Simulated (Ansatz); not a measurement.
# BFGaH4N: a ladder of functionals and wavefunction methods

An exercise on one series of results from a longer session: the logs are not shown, and one member is left open.

Program: Ansatz 0.2.0, Gaussian basis. Level of theory: functionals in def2-TZVPP, the program's frozen cores in correlated methods. These are calculated values, not measurements.

Plan: LDA (SPW92), PBE-D4, revPBE-D4, BLYP-D4, r2SCAN-D4, B97M-V, PBE0-D4, B3LYP-D4, r2SCANh-D4, r2SCAN0-D4, HSE06-D4, BHLYP-D4, CAM-B3LYP-D4, LC-ωPBE, ωB97X-V, ωB97M-V, B2PLYP, PBE-QIDH; CCSD(T)/def2-SVP; CCSD(T)/def2-TZVPP; MP2/def2-QZVPP; extrapolation to the limit; RPA on PBE.

**The relaxed structure**

An earlier PBE0-D4 in a triple-zeta def2 set relaxation fixed the geometry.

SMILES `B[NH][GaH][F]`, 8 atoms, charge 0, spin multiplicity 1.

Atoms are counted from 1 here; the program's logs count them from 0.

Bond lengths: B1–N2 1.399 Å, B1–H5 1.202 Å, B1–H6 1.198 Å, N2–Ga3 1.836 Å, N2–H7 1.010 Å, Ga3–F4 1.756 Å, Ga3–H8 1.541 Å. Angles: N2–B1–H5 118.6°, N2–B1–H6 120.6°, H5–B1–H6 120.9°, B1–N2–Ga3 123.6°, B1–N2–H7 118.7°, Ga3–N2–H7 117.7°, N2–Ga3–F4 111.7°, N2–Ga3–H8 128.4°, F4–Ga3–H8 119.9°.

The first run:

in.yaml reads:

```yaml
crystal:
  periodic: [false, false, false]
  atoms:
    - {symbol: B, position_ang: [0.484216, 1.329501, -0.336314]}
    - {symbol: N, position_ang: [0.140518, 0.279600, 0.521382]}
    - {symbol: Ga, position_ang: [-0.512541, -1.335207, -0.059226]}
    - {symbol: F, position_ang: [-0.836957, -2.424662, 1.279363]}
    - {symbol: H, position_ang: [0.346839, 1.173148, -1.519731]}
    - {symbol: H, position_ang: [0.906398, 2.361586, 0.102690]}
    - {symbol: H, position_ang: [0.255594, 0.409283, 1.516814]}
    - {symbol: H, position_ang: [-0.784078, -1.793249, -1.504967]}
basis:
  gaussian: {orbitals: def2-TZVPP}
hamiltonian: {xc: lda}
output: {orbitals: {seedname: orbitals}}
```

Started as:

```console
> ansatz run in.yaml --threads 2 --pin off --events-out ev --progress --plain --max-ram 4352MiB
```

Steps of the session up to this table: LDA; PBE-D4 (GGA); revPBE-D4 (GGA); BLYP-D4 (GGA); r2SCAN-D4 (meta-GGA); B97M-V (meta-GGA); B3LYP-D4 (hybrid); r2SCANh-D4 (hybrid); r2SCAN0-D4 (hybrid); HSE06-D4 (hybrid); BHLYP-D4 (hybrid); CAM-B3LYP-D4 (range-separated); LC-ωPBE (range-separated); ωB97X-V (range-separated); ωB97M-V (range-separated); B2PLYP (double hybrid); PBE-QIDH (double hybrid).

One table of the session follows, with a row left open; its other results are not shown here.

It belongs to the step «Frontier levels by functional». 

```
  functional  HOMO (eV)  gap (eV)
 LDA (SPW92)      -7.49      5.15
      PBE-D4      -7.43      5.39
   revPBE-D4          ?         ?
     BLYP-D4      -7.38      5.40
   r2SCAN-D4      -7.74      6.03
      B97M-V      -7.83      5.91
     PBE0-D4      -8.83      7.65
    B3LYP-D4      -8.66      7.18
  r2SCANh-D4      -8.26      6.84
  r2SCAN0-D4      -9.04      8.05
    HSE06-D4      -8.43      6.88
    BHLYP-D4     -10.21      9.81
CAM-B3LYP-D4     -10.30     10.01
     LC-ωPBE     -11.65     12.59
     ωB97X-V     -11.30     12.10
     ωB97M-V     -11.13     11.67
```

Estimate the missing values for revPBE-D4.

The run gave: HOMO (eV): -7.40; gap (eV): 5.48. In the column «HOMO (eV)» it lies between PBE-D4 (-7.43) and BLYP-D4 (-7.38).
